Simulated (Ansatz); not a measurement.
# LaHg: a single-point run

The task is a single-point run on LaHg. The structure is shown as the input types it.

Computed with Ansatz 0.2.0 (DFT, LDA, PAW with Ansatz's default frozen-core files, scalar-relativistic, unless a step's input says otherwise).

## 1. Starting point

It takes space group Pm-3m (No. 221, cubic). The conventional cell has a = 3.166 Å, b = 3.166 Å, c = 3.166 Å, α = 90.00°, β = 90.00°, γ = 90.00°. La (site symmetry m-3m) is surrounded by 8 Hg at 2.74 Å. Around Hg (site symmetry m-3m) lie 8 La at 2.74 Å.

As a file:

```cif
data_structure
_symmetry_space_group_name_H-M 'P 1'
_symmetry_Int_Tables_number 1
_cell_length_a 3.1659
_cell_length_b 3.1659
_cell_length_c 3.1659
_cell_angle_alpha 90.000
_cell_angle_beta 90.000
_cell_angle_gamma 90.000
_cell_volume 31.73
loop_
_atom_site_label
_atom_site_type_symbol
_atom_site_fract_x
_atom_site_fract_y
_atom_site_fract_z
_atom_site_occupancy
La1 La 0.50000 0.50000 0.50000 1
Hg1 Hg 0.00000 0.00000 0.00000 1
```

## 2. Input and run

File input.yaml:

```yaml
crystal:
  lattice:
    - [3.1658573896, 0.0, 0.0]
    - [0.0, 3.1658573896, 0.0]
    - [0.0, 0.0, 3.1658573896]
  atoms:
    - { symbol: La, position: [0.5, 0.5, 0.5], spin: 2.0 }
    - { symbol: Hg, position: [0.0, 0.0, 0.0] }
kpoints:
  mp_grid: { grid: [9, 9, 9] }
  band_path:
    path:
      - [0.0, 0.0, 0.0]
      - [0.0, 0.5, 0.0]
      - [0.5, 0.5, 0.0]
      - [0.0, 0.0, 0.0]
      - [0.5, 0.5, 0.5]
      - [0.0, 0.5, 0.0]
      - [0.5, 0.5, 0.5]
      - [0.5, 0.5, 0.0]
    npoints: 6
scf:
  occupations: { method: fermi_dirac, width: 0.05 }
  max_iter: 80
hamiltonian:
  xc: lda
  pseudopotentials: { kind: paw }
output:
  forces: true
  stress: true
  eigenvalues: true
  efg: { contact_densities: true }
  populations: true
```

On the command line:

```
$ ansatz run input.yaml --threads 1 --pin off --max-ram 2048MiB --backend cpu --events-out ev --progress --plain --runs-dir out
```

What happens when this is run?

The run ended at the input check. The line that matters: «inconsistent input (magnetization.spin_polarized): false but per-atom `spin:`, `per_species`, `initial_magnetization`, `magnetic_field`, or `spin_locking` is set»

Moments need two spin channels, and the input asks for one.

The cure: switch spin polarisation on, or remove the moments.
